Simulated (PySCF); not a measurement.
# BF4: the cost of one run

The runs use PySCF 2.14.0; levels as typed in each script, gas phase, geometry from GFN2-xTB.

### 1 Where the work starts

SMILES `F[B-](F)(F)F`, 5 atoms, charge -1, spin multiplicity 1.

Bond lengths: F1–B2 1.390 Å, B2–F3 1.390 Å, B2–F4 1.390 Å, B2–F5 1.390 Å. Angles: F1–B2–F3 109.5°, F1–B2–F4 109.5°, F1–B2–F5 109.5°, F3–B2–F4 109.5°, F3–B2–F5 109.5°, F4–B2–F5 109.5°.

As a file:

```
F    -0.8025    0.8090    0.7959
B     0.0000    0.0000    0.0000
F    -0.8025   -0.8090   -0.7959
F     0.8025    0.7960   -0.8089
F     0.8025   -0.7960    0.8089
```

### 2 Response to an electric field (B3LYP/def2-svpd)

The input, input.py:

```python
import numpy as np
from pyscf import gto, scf, dft
from pyscf.scf import atom_ks, atom_hf
from scipy.linalg import block_diag

def solve(mol, dm0=None, hcore=None):
    mf = (dft.UKS if mol.spin else dft.RKS)(mol, xc='b3lyp')
    mf.grids.level = 3
    mf = mf.density_fit(auxbasis='def2-universal-jkfit')
    mf.conv_tol, mf.max_cycle = 1e-8, 80
    if hcore is not None:
        mf.get_hcore = lambda *args: hcore
    mf.kernel(dm0)
    if not mf.converged:
        mf = mf.newton().run(mf.mo_coeff, mf.mo_occ, max_cycle=30)
    assert mf.converged, 'SCF not converged'
    return mf

mol = gto.M(atom='''
F     -0.80252     0.80896     0.79593
B      0.00002     0.00002    -0.00004
F     -0.80252    -0.80896    -0.79592
F      0.80252     0.79595    -0.80892
F      0.80252    -0.79596     0.80893
''', basis='def2-svpd', charge=-1, spin=0, verbose=4)
field = np.array([0.002, 0.0, 0.0])  # atomic units
mol.set_common_orig(mol.atom_charges() @ mol.atom_coords() / mol.atom_charges().sum())
mf = solve(mol)
out = dict(dm0=mf.make_rdm1(), d0=mf.dip_moment(unit='AU'), e0=mf.e_tot)
for name, sign in (('p', 1), ('m', -1)):
    h = mf.get_hcore() + sign * np.einsum('x,xij->ij', field, mol.intor('int1e_r'))
    mi = solve(mol, mf.make_rdm1(), h)
    out.update({'dm' + name: mi.make_rdm1(), 'd' + name: mi.dip_moment(unit='AU'), 'e' + name: mi.e_tot})
# spherically averaged free atoms, for the promolecule
atm = atom_ks.get_atm_nrks(mol, xc='b3lyp')
pro = block_diag(*[(atm[a[0]][2] * atm[a[0]][3]) @ atm[a[0]][2].T for a in mol._atom])
np.savez('result.npz', pro=pro, **out)
```

Started as:

```console
OMP_NUM_THREADS=1 python input.py
```

What time and memory should one allow on 1 thread of Intel Xeon 6975P-C (Granite Rapids), shared host?

About 9 s, with a peak of 0.49 GiB.
